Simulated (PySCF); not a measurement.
# Ga²⁺: the SCF solver's settings

The same problem is solved with other solver options, one edit a run.

Computed with PySCF 2.14.0. Level: each script names its method and basis.

1 further run of the same task is left out (it didn't finish).

## (1) The atom

Ga²⁺: 1 atom, charge 2, spin multiplicity 2.

## (2) Base script

Contents of input.py:

```python
from pyscf import gto, scf, cc

mol = gto.M(
    atom='Ga 0 0 0',
    basis='cc-pcvdz',
    charge=2,
    spin=1,
    verbose=3,
)
mf = scf.UHF(mol)
mf.kernel()
mycc = cc.CCSD(mf, frozen=9)
mycc.kernel()
e = mycc.ipccsd(nroots=3)[0]
print('roots (eV) =', (e*27.211386).round(3))
mf.dip_moment()
print('orbital energies (hartree):', [e[max(0, n-3):n+3].round(4) for e, n in zip(mf.mo_energy, mol.nelec)])
```

Command:

```sh
OMP_NUM_THREADS=1 python input.py
```

Its log is not repeated here.

It gives: E(SCF) = -1922.308653 Eh, E(CCSD) − E(SCF) = -0.29378 Eh, ⟨S²⟩ = 0.750, ionisation roots 29.711, 50.414, 50.414 eV.

## (3) Initial guess huckel

Run 1 changes initial guess: minao → huckel.

Contents of input.py:

```python
from pyscf import gto, scf, cc

mol = gto.M(
    atom='Ga 0 0 0',
    basis='cc-pcvdz',
    charge=2,
    spin=1,
    verbose=3,
)
mf = scf.UHF(mol)
mf.init_guess = 'huckel'
mf.kernel()
mycc = cc.CCSD(mf, frozen=9)
mycc.kernel()
e = mycc.ipccsd(nroots=3)[0]
print('roots (eV) =', (e*27.211386).round(3))
mf.dip_moment()
print('orbital energies (hartree):', [e[max(0, n-3):n+3].round(4) for e, n in zip(mf.mo_energy, mol.nelec)])
```

Command:

```sh
OMP_NUM_THREADS=1 python input.py
```

## (4) Point-group symmetry on

Run 2 changes point-group symmetry: off → on.

input.py, as its differences from that of step 2:

```diff
@@ -7,2 +7,3 @@
     spin=1,
+    symmetry=True,
     verbose=3,
```

## (5) Second-order solver on

Run 3 changes second-order solver: off → on.

input.py, as its differences from that of step 2:

```diff
@@ -10,2 +10,3 @@
 mf = scf.UHF(mol)
+mf = mf.newton()
 mf.kernel()
```

## (6) Smearing width 0.01 hartree

Run 4 changes smearing width: none → 0.01 hartree; step after the SCF: eomip → none.

Contents of input.py:

```python
from pyscf import gto, scf

mol = gto.M(
    atom='Ga 0 0 0',
    basis='cc-pcvdz',
    charge=2,
    spin=1,
    verbose=3,
)
mf = scf.UHF(mol)
mf = scf.addons.smearing_(mf, sigma=0.01, method='fermi')
mf.kernel()
mf.dip_moment()
print('orbital energies (hartree):', [e[max(0, n-3):n+3].round(4) for e, n in zip(mf.mo_energy, mol.nelec)])
```

**Question.** What will these runs give? Wanted: for each run, E(SCF); from base; gap, α spin; after the SCF.

**Answer**, as computed:

| run | E(SCF) (hartree) | from base (eV) | gap, α spin (eV) | after the SCF |
| --- | --- | --- | --- | --- |
| base | -1922.308653 | 0 | 15.49 | CCSD correlation -7.994 eV, core frozen, first root 29.71 eV |
| initial guess huckel | -1922.308653 | 0.0000 | 15.49 | CCSD correlation -7.994 eV, core frozen, first root 29.71 eV |
| point-group symmetry on | -1922.308653 | 0.0000 | 15.49 | CCSD correlation -7.994 eV, core frozen, first root 29.71 eV |
| second-order solver on | -1922.308653 | 0.0000 | 15.49 | CCSD correlation -7.994 eV, core frozen, first root 29.71 eV |
| smearing width 0.01 hartree | -1922.206366 | +2.7834 | n/a | n/a |

**Reading.** No change of the SCF energy comes from initial guess huckel or point-group symmetry on or second-order solver on.
